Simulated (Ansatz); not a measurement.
# GaAs: the cost of one run

Program: Ansatz 0.2 early development. Level of theory: run time, dielectric response, PBE, unfrozen PAW. These are calculated values, not measurements.

## (1) Starting point

It takes space group F-43m (No. 216, cubic). Conventional cell: a = 5.653 Å, b = 5.653 Å, c = 5.653 Å, α = 90.00°, β = 90.00°, γ = 90.00°. Ga (site symmetry -43m) is surrounded by 4 As at 2.45 Å. As (site symmetry -43m) has 4 Ga at 2.45 Å as nearest neighbours.

Structure file:

```cif
data_structure
_symmetry_space_group_name_H-M 'P 1'
_symmetry_Int_Tables_number 1
_cell_length_a 3.9975
_cell_length_b 3.9975
_cell_length_c 3.9975
_cell_angle_alpha 60.000
_cell_angle_beta 60.000
_cell_angle_gamma 60.000
_cell_volume 45.17
loop_
_atom_site_label
_atom_site_type_symbol
_atom_site_fract_x
_atom_site_fract_y
_atom_site_fract_z
_atom_site_occupancy
Ga1 Ga 0.00000 0.00000 0.00000 1
As1 As 0.25000 0.25000 0.25000 1
```

## (2) Running it

input.yaml

```yaml
crystal:
  lattice:
    - [0, 2.82665, 2.82665]
    - [2.82665, 0, 2.82665]
    - [2.82665, 2.82665, 0]
  atoms:
    - { symbol: Ga, position: [0, 0, 0] }
    - { symbol: As, position: [0.25, 0.25, 0.25] }
kpoints:
  mp_grid: { grid: [6, 6, 6] }
hamiltonian:
  xc: pbe
  pseudopotentials: { kind: all_electron }
  dispersion: none
scf:
  occupations: { method: fixed }
dielectric: {}
```

The run is started by

```sh
$ ansatz run input --backend cuda --devices 1 --threads 11 --events-out ev
```

**Question.** How long does this run take on 1 × NVIDIA GB300 with 11 threads of Arm Neoverse V2 (Grace), shared host, and how much memory does it need?

About 61 s, with a peak of 6.7 GiB on the host and 13 GiB on a GPU.
